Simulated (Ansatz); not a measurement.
Predict the output of the script below (the Python package of Ansatz (0.2.0)).

The script, `composite_h2.py`:
```python
"""Relax H2 cheaply, then refine its energy."""

import itertools

import ansatz as az
from ase import Atoms
from ase.data import atomic_numbers, covalent_radii
import numpy as np


def main() -> None:
    atoms = Atoms(["H", "H"], positions=[
        (0.0, 0.0, 0.0),
        (0.0, 0.0, 0.64),
    ])
    geometry = az.Crystal.molecule_from_ase(atoms)

    job = geometry.calculation()
    job = job.basis(gaussian="def2-SVP")
    job = job.functional("B3LYP")
    symbols = [site.symbol for site in geometry.cartesian_sites]
    start = np.array([site.position_ang for site in geometry.cartesian_sites], dtype=float)
    data = job.relax(force_tolerance=0.01, max_steps=100).run(threads=1, backend="cpu").report
    end = np.array(data["positions_ang"])
    # pairs closer than 1.2 times the sum of covalent radii, before or after
    radius = [covalent_radii[atomic_numbers[s]] for s in symbols]
    span = lambda where, i, j: np.linalg.norm(where[i] - where[j])
    bonded = [(i, j) for i, j in itertools.combinations(range(len(symbols)), 2) if min(span(start, i, j), span(end, i, j)) < 1.2 * (radius[i] + radius[j])]
    print("pair        before    after (A)")
    for i, j in bonded:
        print(f"{symbols[i]}{i}-{symbols[j]}{j}".ljust(10), f"{span(start, i, j):8.4f} {span(end, i, j):8.4f}")

    minimum = az.Crystal.molecule()
    for symbol, place in zip(symbols, end):
        minimum = minimum.atom(symbol, place.tolist())
    at_minimum = minimum.calculation()
    # MP2 extrapolated to the basis limit, plus the small-basis difference CCSD(T) - MP2
    level = lambda method, basis: at_minimum.basis(gaussian=basis).correlation(method).run(threads=1, backend="cpu").report
    small, large, cluster = level("mp2", "cc-pVDZ"), level("mp2", "cc-pVTZ"), level("ccsd_t", "cc-pVDZ")
    corr = lambda each: (each["free_energy_ev"] - each["reference_energy_ev"]) / 27.211386246
    mp2_limit = (27 * corr(large) - 8 * corr(small)) / 19
    pieces = {"HF / cc-pVTZ": large["reference_energy_ev"] / 27.211386246, "MP2 correlation, DZ-TZ limit": mp2_limit, "CCSD(T) - MP2 / cc-pVDZ": corr(cluster) - corr(small)}
    for name, value in pieces.items():
        print(f"{name:32s} {value:14.6f} Ha")
    print(f"{'sum':32s} {sum(pieces.values()):14.6f} Ha")
    print("T1 diagnostic", round(cluster["correlation"]["coupled_cluster"]["t1_diagnostic"], 4))


if __name__ == "__main__":
    main()
```

Running `python composite_h2.py` prints:
```text
pair        before    after (A)
H0-H1        0.6400   0.7608
HF / cc-pVTZ                          -1.132519 Ha
MP2 correlation, DZ-TZ limit          -0.033945 Ha
CCSD(T) - MP2 / cc-pVDZ               -0.008483 Ha
sum                                   -1.174947 Ha
T1 diagnostic 0.0056
```

Caveats:
- These settings explore the input space; basis and method may be short of convergence.
- The sum leaves out core correlation, relativity, the Hartree-Fock basis error and zero-point energy; a DZ-TZ extrapolation is rough.
- b3lyp holds the VWN-RPA fit, as in Gaussian; the form of ORCA and Turbomole is b3lyp5.
- An extrapolation from small basis sets is rough.
- The whole script took 1 s on 1 thread of Arm Neoverse V1, with other jobs on the host, peak memory 0.15 GiB.
